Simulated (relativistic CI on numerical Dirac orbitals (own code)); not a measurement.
# Ions of ytterbium: ground levels and radial parameters

Aim: one configuration for each member; how do the lowest level, the moment, the spin-orbit parameter and the size of the open shell change?

The numbers are computed with relativistic CI on numerical Dirac orbitals (own code) version 3 (Dirac-Coulomb-Breit CI, KLI orbitals optimised for each configuration, model QED (radiative potential, 1s self-energy scaled to tabulated hydrogen-like ionisation energies), valence Slater integrals scaled by 0.9), except any that are marked as measured or tabulated.

### Step 1. The system

- members: Yb⁶²⁺ [He] 2s2 2p4, Yb⁶³⁺ [He] 2s2 2p3, Yb⁶⁴⁺ [He] 2s2 2p2, Yb⁶⁵⁺ [He] 2s2 2p, Yb⁶⁷⁺ [He] 2s
- Slater scale: 0.9

### Step 2. Yb⁶²⁺, [He] 2s2 2p4

The run's settings:

```ini
atom Yb  Z=70  charge=62  electrons=8
nucleus A=174  rms_radius_fm=5.3108
hamiltonian dirac-coulomb  breit=on  qed=on  c_scale=1
orbitals kli  potential=per-configuration
slater_scale 0.9
correlation none
mixing on
configurations
  [He] 2s2 2p4
end
```

Launch:

```
> python run_levels.py task.json out
```

One command runs all members of the session, one after another, from task.json.

From the run's result record (rounded, not every field):

```text
{
  "status": "converged",
  "levels [i, E_cm, J2, conf, term, w_term, jj, w_jj, g, tau_s]": [
    [0, 0, 4, "2p4", "3P", 0.6814, "2p3/2^2", 0.9998, 1.309, "-"],
    [1, 430534.29, 0, "2p4", "1S", 0.648, "2p3/2^2", 0.9996, "-", 0.01794],
    [2, 8749215.3, 2, "2p4", "3P", 1, "2p1/2 2p3/2^3", 1, 1.472, 7.496e-11],
    [3, 8880280.6, 4, "2p4", "1D", 0.6814, "2p1/2 2p3/2^3", 0.9998, 1.125, 1.681e-10],
    [4, 17831047, 0, "2p4", "3P", 0.648, "2p3/2^4", 0.9996, "-", 3.965e-11]
  ],
  "lines, the strongest and those to the lowest levels [upper, lower, type, S_au, A_per_s, branching]": [
    [1, 0, "E2", 3.364e-05, 55.73, 1],
    [2, 0, "M1", 1.63, 9.816e+09, 0.7358],
    [2, 1, "M1", 0.6731, 3.484e+09, 0.2611],
    [3, 0, "M1", 1.555, 5.875e+09, 0.9878],
    [4, 2, "M1", 1.239, 2.503e+10, 0.9927]
  ],
  "n_levels_all": 5,
  "total_energy [Ha]": -8748.2282169,
  "configurations [conf, odd, states, E_av_cm, breit_Ha, qed_Ha, corr_Ha]": [
    ["2p4", 0, 15, 5.92738e+06, 8.985, 9.037, "-"]
  ],
  "radial 2p4 [Ha, bohr]": {"<r^-3>(2p)": 14412.0, "<r^1>(2p)": 0.071261, "<r^2>(2p)": 0.0061912, "<r^4>(2p)": 7.4709e-05, "F2(2p,2p)": 6.0109, "zeta(2p)": 26.745}
}
```

Run time: 0.042 s. Hardware: 1 thread, shared host.

### Step 3. Yb⁶³⁺, [He] 2s2 2p3

The run's settings:

```ini
atom Yb  Z=70  charge=63  electrons=7
nucleus A=174  rms_radius_fm=5.3108
hamiltonian dirac-coulomb  breit=on  qed=on  c_scale=1
orbitals kli  potential=per-configuration
slater_scale 0.9
correlation none
mixing on
configurations
  [He] 2s2 2p3
end
```

Results of the run:

```text
{
  "status": "converged",
  "levels [i, E_cm, J2, conf, term, w_term, jj, w_jj, g, tau_s]": [
    [0, 0, 3, "2p3", "2P*", 0.4861, "2p3/2", 0.9995, 1.317, "-"],
    [1, 8661013.1, 3, "2p3", "4S*", 0.5537, "2p1/2 2p3/2^2", 0.9994, 1.436, 8.61e-11],
    [2, 8822157.2, 5, "2p3", "2D*", 1, "2p1/2 2p3/2^2", 1, 1.166, 5.05e-10],
    [3, 9196359, 1, "2p3", "2P*", 1, "2p1/2 2p3/2^2", 1, 0.6221, 1.528e-10],
    [4, 17902678, 3, "2p3", "2P*", 0.5133, "2p3/2^3", 0.9995, 1.288, 5.164e-11]
  ],
  "lines, the strongest and those to the lowest levels [upper, lower, type, S_au, A_per_s, branching]": [
    [1, 0, "M1", 2.647, 1.16e+10, 0.9987],
    [2, 0, "M1", 0.6235, 1.925e+09, 0.972],
    [3, 0, "M1", 0.6193, 6.497e+09, 0.9925],
    [4, 1, "M1", 2.45, 1.304e+10, 0.6735],
    [4, 2, "M1", 0.6479, 3.271e+09, 0.1689]
  ],
  "n_levels_all": 5,
  "total_energy [Ha]": -8217.8477825,
  "configurations [conf, odd, states, E_av_cm, breit_Ha, qed_Ha, corr_Ha]": [
    ["2p3", 1, 20, 8.87902e+06, 8.147, 8.973, "-"]
  ],
  "radial 2p3 [Ha, bohr]": {"<r^-3>(2p)": 14623.0, "<r^1>(2p)": 0.070805, "<r^2>(2p)": 0.0061086, "<r^4>(2p)": 7.2587e-05, "F2(2p,2p)": 6.0527, "zeta(2p)": 27.141}
}
```

It took 0.041 s on 1 thread, shared host.

### Step 4. Yb⁶⁴⁺, [He] 2s2 2p2

The run's settings:

```ini
atom Yb  Z=70  charge=64  electrons=6
nucleus A=174  rms_radius_fm=5.3108
hamiltonian dirac-coulomb  breit=on  qed=on  c_scale=1
orbitals kli  potential=per-configuration
slater_scale 0.9
correlation none
mixing on
configurations
  [He] 2s2 2p2
end
```

Results of the run:

```text
{
  "status": "converged",
  "levels [i, E_cm, J2, conf, term, w_term, jj, w_jj, g, tau_s]": [
    [0, 0, 0, "2p2", "3P", 0.6843, "2p1/2^2", 0.9996, "-", "-"],
    [1, 8820031.9, 2, "2p2", "3P", 1, "2p1/2 2p3/2", 1, 1.471, 1.24e-10],
    [2, 8947273, 4, "2p2", "1D", 0.6517, "2p1/2 2p3/2", 0.9998, 1.139, 3.022e-08],
    [3, 17967574, 4, "2p2", "3P", 0.6517, "2p3/2^2", 0.9998, 1.294, 7.717e-11],
    [4, 18414363, 0, "2p2", "1S", 0.6843, "2p3/2^2", 0.9996, "-", 6.906e-11]
  ],
  "lines, the strongest and those to the lowest levels [upper, lower, type, S_au, A_per_s, branching]": [
    [1, 0, "M1", 1.308, 8.066e+09, 1],
    [2, 0, "E2", 2.576e-05, 3.308e+07, 0.9997],
    [3, 1, "M1", 1.555, 6.422e+09, 0.4956],
    [3, 2, "M1", 1.628, 6.445e+09, 0.4974],
    [4, 1, "M1", 0.6031, 1.437e+10, 0.9922]
  ],
  "n_levels_all": 5,
  "total_energy [Ha]": -7675.8100088,
  "configurations [conf, odd, states, E_av_cm, breit_Ha, qed_Ha, corr_Ha]": [
    ["2p2", 0, 15, 1.19632e+07, 7.365, 8.907, "-"]
  ],
  "radial 2p2 [Ha, bohr]": {"<r^-3>(2p)": 14838.0, "<r^1>(2p)": 0.070358, "<r^2>(2p)": 0.0060286, "<r^4>(2p)": 7.0568e-05, "F2(2p,2p)": 6.0941, "zeta(2p)": 27.541}
}
```

It took 0.042 s on 1 thread, shared host.

### Step 5. Yb⁶⁵⁺, [He] 2s2 2p

The run's settings:

```ini
atom Yb  Z=70  charge=65  electrons=5
nucleus A=174  rms_radius_fm=5.3108
hamiltonian dirac-coulomb  breit=on  qed=on  c_scale=1
orbitals kli  potential=per-configuration
slater_scale 0.9
correlation none
mixing on
configurations
  [He] 2s2 2p
end
```

Results of the run:

```text
{
  "status": "converged",
  "levels [i, E_cm, J2, conf, term, w_term, jj, w_jj, g, tau_s]": [
    [0, 0, 1, "2p", "2P*", 1, "2p1/2", 1, 0.6212, "-"],
    [1, 9210801.2, 3, "2p", "2P*", 1, "2p3/2", 1, 1.301, 1.48e-10]
  ],
  "lines, the strongest and those to the lowest levels [upper, lower, type, S_au, A_per_s, branching]": [
    [1, 0, "M1", 1.273, 6.71e+09, 0.9929]
  ],
  "n_levels_all": 2,
  "total_energy [Ha]": -7080.8071538,
  "configurations [conf, odd, states, E_av_cm, breit_Ha, qed_Ha, corr_Ha]": [
    ["2p", 1, 6, 6.14053e+06, 6.642, 8.838, "-"]
  ],
  "radial 2p [Ha, bohr]": {"<r^-3>(2p)": 15054.0, "<r^1>(2p)": 0.069925, "<r^2>(2p)": 0.0059517, "<r^4>(2p)": 6.8666e-05, "zeta(2p)": 27.947}
}
```

It took 0.04 s on 1 thread, shared host.

### Step 6. Yb⁶⁷⁺, [He] 2s

Changes to the settings of step 5:

```diff
@@ -1,2 +1,2 @@
-atom Yb  Z=70  charge=65  electrons=5
+atom Yb  Z=70  charge=67  electrons=3
 nucleus A=174  rms_radius_fm=5.3108
@@ -8,3 +8,3 @@
 configurations
-  [He] 2s2 2p
+  [He] 2s
 end
```

Results of the run:

```text
{
  "status": "converged",
  "levels [i, E_cm, J2, conf, term, w_term, jj, w_jj, g]": [
    [0, 0, 1, "2s", "2S", 1, "2s", 1, 1.957]
  ],
  "n_levels_all": 1,
  "total_energy [Ha]": -5845.2921606,
  "configurations [conf, odd, states, E_av_cm, breit_Ha, qed_Ha, corr_Ha]": [
    ["2s", 0, 2, 0, 5.398, 8.149, "-"]
  ],
  "radial 2s [Ha, bohr]": {"<r^1>(2s)": 0.078685, "<r^2>(2s)": 0.007342, "<r^4>(2s)": 9.1515e-05}
}
```

It took 0.035 s on 1 thread, shared host.

### Step 7. The trend

```csv
ion,open shell,lowest level,LS (%),g,moment (μB),ζ (cm⁻¹),F² (cm⁻¹),<r> (bohr)
Yb⁶²⁺,2p,3P2,68,1.309,3.21,5.870e+06,1319229,0.0713
Yb⁶³⁺,2p,2P°3/2 + 2D°,49,1.317,2.55,5.957e+06,1328424,0.0708
Yb⁶⁴⁺,2p,3P0,68,-,0.00,6.045e+06,1337490,0.0704
Yb⁶⁵⁺,2p,2P°1/2,100,0.621,0.54,6.134e+06,-,0.0699
Yb⁶⁷⁺,2s,2S1/2,100,1.957,1.69,-,-,0.0787
```

ζ, F² and <r> are unscaled and averaged over j; the moment is g√(J(J+1)) of the lowest level.

### Step 8. Outcome

| quantity | value |
| --- | --- |
| lowest levels | Yb⁶²⁺ 3P2, Yb⁶³⁺ 2P°3/2 + 2D°, Yb⁶⁴⁺ 3P0, Yb⁶⁵⁺ 2P°1/2, Yb⁶⁷⁺ 2S1/2 |
| largest moment | 3.21 μB (Yb⁶²⁺) |
| <r>, first and last | 2p 0.0713, 2s 0.0787 bohr |

In words: The open shell changes along the series (2p, 2s), so ζ and <r> compare only within one shell. The largest moment belongs to Yb⁶²⁺. For Yb⁶²⁺, Yb⁶³⁺, Yb⁶⁴⁺ the LS label holds under 70 % of the lowest level: spin-orbit coupling mixes terms.
